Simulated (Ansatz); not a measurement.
CH₇BSSi, SMILES CB[SiH2]S, a rigid torsion scan

Program: the Python package of Ansatz (0.2.0).

Run as a notebook:

**Cell 1**
```python
import warnings

import ansatz as az
from ase import Atoms

warnings.simplefilter("ignore", az.DeckWarning)

atoms = Atoms(["C", "B", "Si", "S", "H", "H", "H", "H", "H", "H", "H"], positions=[
    (-1.0173, 1.4084, -0.152),
    (0.2984, 0.7771, -0.603),
    (0.8807, -0.8403, 0.2564),
    (-0.4659, -2.3844, -0.0165),
    (-1.241, 2.3581, -0.788),
    (-1.0167, 1.7458, 0.9082),
    (-1.8728, 0.7411, -0.3194),
    (0.992, 1.2814, -1.467),
    (1.0887, -0.5702, 1.7503),
    (2.1995, -1.2571, -0.2895),
    (0.2198, -3.3169, 0.7411),
])
```

**Cell 2**
```python
# start the scan from a relaxed geometry
first = (
    az.Crystal.molecule_from_ase(atoms).calculation()
    .basis(gaussian="6-31G*")  # atom-centred Gaussian functions
    .functional("r2scan")
    .relax(force_tolerance=0.02, max_steps=80)
)
atoms.positions = first.run(threads=1, pin="off").report["positions_ang"]
```

**Cell 3**
```python
start = atoms.get_dihedral(2, 1, 0, 4)
energies = {}
for turn in range(0, 121, 15):
    turned = atoms.copy()
    turned.set_dihedral(2, 1, 0, 4, start + turn, indices=[0, 4, 5, 6])
    model = (
        az.Crystal.molecule_from_ase(turned).calculation()
        .basis(gaussian="6-31G*")  # atom-centred Gaussian functions
        .functional("r2scan")
    )
    energies[round((start + turn) % 360)] = model.run(threads=1, pin="off").report["free_energy_ev"]
floor = min(energies.values())
print("dihedral Si2-B1-C0-H4 (deg)   E - E(min) (eV)")
for angle, e in sorted(energies.items()):
    print(f"{angle:8d} {(e - floor):14.3f}  " + "#" * int(30 * (e - floor) / max(max(energies.values()) - floor, 1e-9)))
```
Output:
```text
dihedral Si2-B1-C0-H4 (deg)   E - E(min) (eV)
     208          0.000
     223          0.011  ##
     238          0.041  #######
     253          0.083  ###############
     268          0.126  #######################
     283          0.155  #############################
     298          0.160  ##############################
     313          0.140  ##########################
     328          0.105  ###################
```

The lowest point is at 208° and the highest at 298°, 0.160 eV (15.4 kJ/mol) above it, with the rest of the molecule held.

The scan is rigid and the energies are electronic, in a modest basis. With rigid groups the curve can differ much from the relaxed path, the start wasn't checked as a minimum of this torsion, and equivalent turns needn't return to the same energy. The whole script took 2.4 min on 1 thread of Arm Neoverse V2 (shared host), peak memory 0.24 GiB.
